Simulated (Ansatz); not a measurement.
# Ga2AsN: a single-point run

Aim: a sound single-point run of Ga2AsN. The structure is shown as the input types it. The cell is built on a prototype (ordering on rocksalt) and needn't be the phase found in nature.

Program: Ansatz 0.2.0. Level of theory: density functional or hybrid calculation with the settings of its input, plane waves (as first typed). These are calculated values, not measurements.

2 further runs of the same task are left out: 1 for a known fault of the program, 1 that didn't finish.

**1. The starting structure**

Symmetry: R-3m, No. 166, trigonal system. Conventional cell: a = 3.293 Å, b = 3.293 Å, c = 17.863 Å, α = 90.00°, β = 90.00°, γ = 120.00°. N (site symmetry -3m) has 6 Ga at 2.24 Å as nearest neighbours. As (site symmetry -3m) has 6 Ga at 2.62 Å as nearest neighbours. Ga (site symmetry 3m) has 3 N at 2.24 Å and 3 As at 2.62 Å as nearest neighbours.

As a file:

```xyz
4
Lattice="1.6465 0.9506 5.9542 -1.6465 0.9506 5.9542 0.0000 -1.9013 5.9542" Properties=species:S:1:pos:R:3 pbc="T T T"
N     1.6465    0.9506    5.9542
As    0.0000    0.0000    8.9313
Ga    0.0000    0.0000    4.7751
Ga    0.0000    0.0000   13.0876
```

**2. Running it**

Input file input.yaml:

```yaml
crystal:
  lattice:
    - [1.6465440788, 0.9506326671, 5.9542264271]
    - [-1.6465440788, 0.9506326671, 5.9542264271]
    - [0.0, -1.9012653343, 5.9542264271]
  atoms:
    - { symbol: "N", position: [1.0, 0.0, 0.0] }
    - { symbol: As, position: [0.5, 0.5, 0.5] }
    - { symbol: Ga, position: [0.2673231063, 0.2673231063, 0.2673231063] }
    - { symbol: Ga, position: [0.7326768937, 0.7326768937, 0.7326768937] }
kpoints:
  mp_grid: { grid: [6, 6, 6] }
hamiltonian:
  xc: pbe
scf:
  occupations: { method: fermi_dirac, width: 0.02 }
  n_extra_bands: 5
  convergence: { dr2_threshold: 1.0 }
  max_iter: 78
output:
  forces: true
  stress: true
  eigenvalues: true
```

Launch:

```sh
ansatz run input.yaml --threads 4 --pin off --max-ram 3686MiB --backend cpu --events-out ev --progress --plain --runs-dir out
```

**Question.** How will this run end, and is anything wrong with its input?

The program finished normally, with warnings (force scf threshold loose, stress scf threshold loose). Its log warns: «scf.convergence.dr2_threshold = 1e0 eV is looser than this run's default, which is 1e-7 eV or tighter. The error in the forces grows as the threshold's square root ...»

The threshold asked is loose, but the program put off the close and ended at dr2 = 8.5e-7, so little accuracy was lost here.

The test: delete scf.convergence.dr2_threshold (the default then holds).
